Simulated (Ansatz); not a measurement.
# BeAs2C: how the settings move a single-point run

Aim: see which settings change the result for BeAs2C, by how much, and at what cost. The cell is built on a prototype (ordering on zincblende) and needn't be the phase found in nature.

Program: Ansatz 0.2.0. Level of theory: reference: DFT, r2SCAN, plane waves, PAW. These are calculated values, not measurements.

### Step 1. Starting point

Symmetry: P-4m2, No. 115, tetragonal system. The conventional cell has a = 3.425 Å, b = 3.425 Å, c = 4.897 Å, α = 90.00°, β = 90.00°, γ = 90.00°. Be (site symmetry -4m2) is surrounded by 4 As at 2.14 Å. Around As (site symmetry 2mm) lie 2 C at 2.08 Å and 2 Be at 2.14 Å. Around C (site symmetry -4m2) lie 4 As at 2.08 Å.

As a file:

```
Be As C
1.0
     3.42471    0.00000    0.00000
     0.00000    3.42471    0.00000
     0.00000    0.00000    4.89686
Be As C
1 2 1
Direct
  0.00000 0.00000 0.00000
  0.00000 0.50000 0.26057
  0.50000 0.00000 0.73943
  0.50000 0.50000 0.50000
```

### Step 2. Baseline

The input, input.yaml:

```yaml
crystal:
  lattice:
    - [3.4247097982, 0.0, 0.0]
    - [0.0, 3.4247097982, 0.0]
    - [0.0, 0.0, 4.8968630612]
  atoms:
    - { symbol: Be, position: [0.0, 0.0, 0.0] }
    - { symbol: As, position: [0.0, 0.5, 0.2605674643] }
    - { symbol: C, position: [0.5, 0.5, 0.5] }
    - { symbol: As, position: [0.5, 0.0, 0.7394325357] }
kpoints:
  mp_grid: { grid: [6, 6, 4] }
hamiltonian:
  xc: r2scan
scf:
  occupations: { method: fermi_dirac, width: 0.02 }
  n_extra_bands: 5
output:
  forces: true
  stress: true
  eigenvalues: true
  write_density: true
  write_potential: true
  elf: true
  volumetric_format: npy
```

Launch:

```console
$ ansatz run input.yaml --threads 4 --pin off --max-ram 3686MiB --backend cpu --events-out ev --progress --plain --runs-dir out
```

### Step 3. Changing settings: xc lda

input.yaml: that of step 2 with these lines changed.

```diff
@@ -13,3 +13,3 @@
 hamiltonian:
-  xc: r2scan
+  xc: lda
 scf:
@@ -21,5 +21 @@
   eigenvalues: true
-  write_density: true
-  write_potential: true
-  elf: true
-  volumetric_format: npy
```

What does the calculation give? Wanted: for each run, ending; energy change; pressure; gap; force.

The runs gave:

| run | ending | energy change | pressure (GPa) | gap (eV) | force (eV/Å) | cycles | time |
| --- | --- | --- | --- | --- | --- | --- | --- |
| reference | converged | - | 0.1 | 0.00 | 0.06 | 7 | 5.5 s |
| 1: xc lda | converged | not comparable | -4.2 | 0.00 | 0.04 | 6 | 1.6 s |

Times don't compare one to one where runs were asked for different outputs or read a saved state (see the inputs); cycles may leave out searches for a lower state.

Residual by cycle in the longest SCF loop of each run; runs are numbered as in the table. The quantity is the density residual dr2, in eV.

| cycle | reference | run 1 |
| --- | --- | --- |
| 1 | 0.152 | 0.169 |
| 2 | 0.117 | 0.0104 |
| 3 | 0.00178 | 0.00124 |
| 4 | 8.9e-5 | 3.0e-5 |
| 5 | 4.0e-6 | 1.5e-6 |
| 6 | 4.1e-7 | 8.5e-8 |
| 7 | 2.9e-8 | - |

What this shows: A change of functional puts the total energy on another scale; the pressure goes from 0.1 to -4.2 GPa. At this fixed cell a lower pressure means that this functional prefers a smaller volume than the reference.
